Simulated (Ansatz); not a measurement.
**ClFHSn radical: how energies converge with the basis set**

The task here is to estimate one member of a computed series from the others.

Computed with Ansatz 0.2.0, Gaussian basis. Level: one geometry, several basis sets.

Plan: PBE0-D4/def2-SVP; ωB97M-V/def2-SVP; PBE0-D4/def2-QZVPP; ωB97M-V/def2-QZVPP; the functionals' def2-TZVPP values are taken from earlier runs.

**The relaxed structure**

The geometry comes from an earlier relaxation with PBE0-D4 in a triple-zeta def2 set; it is a stationary point. Sn takes the def2 core potential; no spin-orbit term is included.

SMILES `[F][SnH][Cl]`, 4 atoms, charge 0, spin multiplicity 2.

Atoms are counted from 1 here; the program's logs count them from 0.

Bond lengths: F1–Sn2 1.923 Å, Sn2–Cl3 2.331 Å, Sn2–H4 1.741 Å. Angles: F1–Sn2–Cl3 103.7°, F1–Sn2–H4 104.5°, Cl3–Sn2–H4 108.4°.

Set-up of the first run:

File in.yaml:

```yaml
crystal:
  periodic: [false, false, false]
  atoms:
    - {symbol: F, position_ang: [-1.514764, 0.260969, 0.860576]}
    - {symbol: Sn, position_ang: [-0.250502, -0.208700, -0.509943]}
    - {symbol: Cl, position_ang: [1.378019, -1.422433, 0.633498]}
    - {symbol: H, position_ang: [0.442848, 1.309864, -1.004331]}
basis:
  gaussian: {orbitals: def2-SVP}
magnetization: {spin_polarized: true, initial_magnetization: 1}
hamiltonian: {xc: pbe0, dispersion: d4}
output: {orbitals: {seedname: orbitals}}
```

Steps of the session up to this table: PBE0-D4 in def2-SVP; ωB97M-V in def2-SVP; PBE0-D4 in def2-QZVPP; ωB97M-V in def2-QZVPP.

One of the session's tables, all rows but one given; the rest of the session is left out.

It belongs to the step «Density functionals: the series». 

| functional | basis | HOMO (eV) | LUMO (eV) |
| --- | --- | --- | --- |
| PBE0-D4 | def2-SVP | -7.23 | -4.24 |
| PBE0-D4 | def2-TZVPP | -7.38 | -4.35 |
| PBE0-D4 | def2-QZVPP | ? | ? |
| ωB97M-V | def2-SVP | -9.22 | -2.41 |
| ωB97M-V | def2-TZVPP | -9.41 | -2.59 |
| ωB97M-V | def2-QZVPP | -9.44 | -2.64 |

**Question.** Estimate the row for PBE0-D4, def2-QZVPP.

As computed: HOMO (eV): -7.40; LUMO (eV): -4.37. In the column «HOMO (eV)» it lies between ωB97M-V, def2-SVP (-9.22) and PBE0-D4, def2-TZVPP (-7.38).
